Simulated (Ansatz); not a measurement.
# Al30Cu: the cost of one run

All numbers below are computed with Ansatz 0.2.0 (DFT PBE, plane waves, PAW, scalar-relativistic, no spin polarisation).

### 1 The system as given

The cell holds 31 atoms (Al30Cu): a = 8.100 Å, b = 8.100 Å, c = 8.100 Å, α = 90.00°, β = 90.00°, γ = 90.00°.

The coordinates stand in the first input below.

### 2 End point A

The input, input.yaml:

```yaml
crystal:
  lattice:
    - [8.1, 0.0, 0.0]
    - [0.0, 8.1, 0.0]
    - [0.0, 0.0, 8.1]
  atoms:
    - { symbol: Al, position: [0.5008198, 0.001747, -0.0048011] }
    - { symbol: Al, position: [0.7536404, 0.2499432, -0.001734] }
    - { symbol: Al, position: [0.7423909, 0.0049312, 0.2370494] }
    - { symbol: Al, position: [-0.007089, -0.0023888, 0.0004069] }
    - { symbol: Cu, position: [0.5004172, 0.4982678, 0.0074064] }
    - { symbol: Al, position: [0.7525086, 0.7478111, -0.0081952] }
    - { symbol: Al, position: [0.2463845, -0.0018748, 0.249397] }
    - { symbol: Al, position: [0.4998515, 0.253356, 0.2498871] }
    - { symbol: Al, position: [0.7486627, 0.5073285, 0.2502673] }
    - { symbol: Al, position: [0.4919424, 0.0014974, 0.4996299] }
    - { symbol: Al, position: [0.7497715, 0.2508541, 0.4987946] }
    - { symbol: Al, position: [0.7456245, -0.0012152, 0.7498782] }
    - { symbol: Al, position: [-0.0009699, 0.4996853, -0.0086572] }
    - { symbol: Al, position: [0.2543269, 0.7519118, -0.0041796] }
    - { symbol: Al, position: [0.002112, 0.252103, 0.2525931] }
    - { symbol: Al, position: [0.2521093, 0.503714, 0.2455724] }
    - { symbol: Al, position: [0.5015818, 0.7577868, 0.2509841] }
    - { symbol: Al, position: [0.0069849, 0.0044738, 0.4970992] }
    - { symbol: Al, position: [0.2472447, 0.2446341, 0.5021067] }
    - { symbol: Al, position: [0.500641, 0.5015548, 0.5095515] }
    - { symbol: Al, position: [0.7489902, 0.7551093, 0.4970972] }
    - { symbol: Al, position: [0.2513818, 0.0002868, 0.7479278] }
    - { symbol: Al, position: [0.5009386, 0.2444597, 0.7528825] }
    - { symbol: Al, position: [0.7518463, 0.5013497, 0.7470899] }
    - { symbol: Al, position: [-0.0016395, 0.7540878, 0.244388] }
    - { symbol: Al, position: [-0.0026661, 0.4964027, 0.4976509] }
    - { symbol: Al, position: [0.2477162, 0.7498391, 0.5043884] }
    - { symbol: Al, position: [0.0055157, 0.2442121, 0.7455331] }
    - { symbol: Al, position: [0.2515718, 0.505538, 0.7510752] }
    - { symbol: Al, position: [0.4953478, 0.7518809, 0.7426997] }
    - { symbol: Al, position: [-0.0007269, 0.7520468, 0.7435645] }
basis:
  ecutwfc: 420.0
kpoints:
  mp_grid: { grid: [3, 3, 3] }
hamiltonian:
  xc: pbe
  pseudopotentials: { kind: paw, azcp: { folder: soft_1 } }
scf:
  occupations: { method: gaussian, width: 0.1 }
  lower_state_search: "off"
relax:
  f_tol: 0.03
  max_steps: 60
  adjacent_minimum: "off"
```

Launch:

```
$ ansatz run input.yaml --threads 4 --pin off --max-ram 10240MiB --backend cpu --events-out ev --progress --plain --runs-dir out
```

Q: Estimate wall time and peak memory on 4 threads of Arm Neoverse V2, shared host.

About 37 s, with a peak of 1.4 GiB.
